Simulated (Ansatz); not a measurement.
TlIn, space group R-3m, a series of slab calculations

Program: Ansatz's Python interface.

Interactive session:
```pycon
>>> import warnings
>>> import ansatz as az
>>> from ase import Atoms
>>> from ase.build import surface
>>> import numpy as np
>>> import pandas as pd
>>> warnings.simplefilter("ignore", az.DeckWarning)
>>> atoms = Atoms(
...     ["Tl", "In"],
...     scaled_positions=[
...         (0.5, 0.5, 0.5),
...         (0.0, 0.0, 0.0),
...     ],
...     cell=[
...         (1.706395, 0.985188, 5.575426),
...         (-1.706395, 0.985188, 5.575426),
...         (0.0, -1.970376, 5.575426),
...     ],
...     pbc=True,
... )
>>> # Miller indices count the vectors of the cell as typed
>>> rows = []
>>> for value in [0.0, 0.1, 0.2, 0.3]:
...     slab = surface(atoms, (1, 1, 1), 2, vacuum=8.0)
...     slab.pbc = True
...     calc = (
...         az.Crystal.from_ase(slab).calculation()
...         .functional("PBEsol", dispersion="d3bjatm")
...         .basis(530)
...         .accuracy("low")
...         .occupations("Marzari-Vanderbilt", width=300 * az.meV)
...         .scf(max_iterations=60, lower_state_search="light")
...         .kpoints(6, 6, 1)
...         .electric_field(axis=3, dipole_correction=True, amplitude=value)
...     )
...     data = calc.run(threads=1).report
...     face = data["work_function"]
...     rows.append((value, len(slab), data["free_energy_ev"], face["dipole_moment_e_ang"], face.get("phi_plus_ev"), face.get("phi_minus_ev")))
...
>>> print(pd.DataFrame(rows, columns=["field (V/A)", "atoms", "F (eV)", "dipole (e A)", "phi upper (eV)", "phi lower (eV)"]).round(4).to_string(index=False))
 field (V/A)  atoms      F (eV)  dipole (e A)  phi upper (eV)  phi lower (eV)
         0.0      4 -33642.6233        0.0079           3.745          3.8861
         0.1      4 -33642.6273        0.0732             NaN             NaN
         0.2      4 -33642.6379        0.1385             NaN             NaN
         0.3      4 -33642.6550        0.2038             NaN             NaN
>>> print(f"induced dipole per field: {np.polyfit([row[0] for row in rows], [row[3] for row in rows], 1)[0]:.3f} e A^2/V")
induced dipole per field: 0.653 e A^2/V
```

Notes:
- The settings weren't tested for convergence.
- Dispersion corrections can be off by several per cent in the lattices of metals, and by several GPa in the pressure at a fixed cell.
- For a metal this k-point mesh is coarse: on a finer one energies can move by several to tens of meV an atom and pressures by half a GPa or more, differences at one mesh by less.
- Spin-orbit coupling, which matters for elements this heavy, is left out.
- The structure comes from a database of computed cells and needn't be a stable or known phase.
- The slabs are thin, unrelaxed cuts of the structure as given, on a modest mesh, so the surface energy isn't converged; Miller indices refer to the cell as typed, and unlike faces give only a mean.
- Timing: 29 s on 1 thread of Arm Neoverse V1, with other jobs on the host, peak memory 0.61 GiB.
